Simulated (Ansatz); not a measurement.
# AlAsBFH₆Si: basis-set convergence

One table from this session's results is given with a row withheld; the runs are named, their logs left out.

Computed with Ansatz 0.2.0, Gaussian basis. Level: one geometry, several basis sets.

The runs, in order: PBE0-D4/def2-SVP; ωB97M-V/def2-SVP; PBE0-D4/def2-QZVPP; ωB97M-V/def2-QZVPP; the functionals' def2-TZVPP values are taken from earlier runs.

### The geometry

All runs share one geometry, relaxed beforehand with PBE0-D4 in a triple-zeta def2 set.

SMILES `F[B]([SiH3])[AlH][AsH2]`, 11 atoms, charge 0, spin multiplicity 1.

Atoms are counted from 1 here; the program's logs count them from 0.

Bond lengths: F1–B2 1.331 Å, B2–Si3 2.049 Å, B2–Al4 2.165 Å, Si3–H6 1.492 Å, Si3–H7 1.493 Å, Si3–H8 1.489 Å, Al4–As5 2.438 Å, Al4–H9 1.592 Å, As5–H10 1.523 Å, As5–H11 1.523 Å. Angles: F1–B2–Si3 118.3°, F1–B2–Al4 120.7°, Si3–B2–Al4 121.0°, B2–Si3–H6 108.8°, B2–Si3–H7 107.3°, B2–Si3–H8 115.9°, H6–Si3–H7 106.7°, H6–Si3–H8 109.0°, H7–Si3–H8 108.8°, B2–Al4–As5 119.5°, B2–Al4–H9 122.9°, As5–Al4–H9 117.5°, Al4–As5–H10 90.7°, Al4–As5–H11 91.8°, H10–As5–H11 93.3°.

Set-up of the first run:

in.yaml

```yaml
crystal:
  periodic: [false, false, false]
  atoms:
    - {symbol: F, position_ang: [-1.693213, -1.930628, 0.382959]}
    - {symbol: B, position_ang: [-0.761599, -0.985723, 0.485081]}
    - {symbol: Si, position_ang: [1.146031, -1.552369, 0.972579]}
    - {symbol: Al, position_ang: [-1.233178, 1.081404, 0.047633]}
    - {symbol: As, position_ang: [-0.863281, 1.949203, -2.200654]}
    - {symbol: H, position_ang: [1.724853, -0.540986, 1.904094]}
    - {symbol: H, position_ang: [1.958406, -1.498204, -0.279073]}
    - {symbol: H, position_ang: [1.287307, -2.905893, 1.577075]}
    - {symbol: H, position_ang: [-1.799507, 2.089964, 1.141767]}
    - {symbol: H, position_ang: [-0.090339, 3.134118, -1.636987]}
    - {symbol: H, position_ang: [0.389920, 1.101913, -2.373873]}
basis:
  gaussian: {orbitals: def2-SVP}
hamiltonian: {xc: pbe0, dispersion: d4}
output: {orbitals: {seedname: orbitals}}
```

Steps of the session up to this table: PBE0-D4 in def2-SVP; ωB97M-V in def2-SVP; PBE0-D4 in def2-QZVPP; ωB97M-V in def2-QZVPP.

One of the session's tables, all rows but one given; the rest of the session is left out.

It belongs to the step «Density functionals: the series». 

```
functional       basis  HOMO (eV)  LUMO (eV)
   PBE0-D4    def2-SVP      -6.64      -2.11
   PBE0-D4  def2-TZVPP          ?          ?
   PBE0-D4  def2-QZVPP      -6.66      -2.21
   ωB97M-V    def2-SVP      -8.58      -0.24
   ωB97M-V  def2-TZVPP      -8.61      -0.31
   ωB97M-V  def2-QZVPP      -8.62      -0.40
```

**Question.** Estimate the row for PBE0-D4, def2-TZVPP.

The run gave: HOMO (eV): -6.65; LUMO (eV): -2.18. In the column «HOMO (eV)» it lies between PBE0-D4, def2-QZVPP (-6.66) and PBE0-D4, def2-SVP (-6.64).
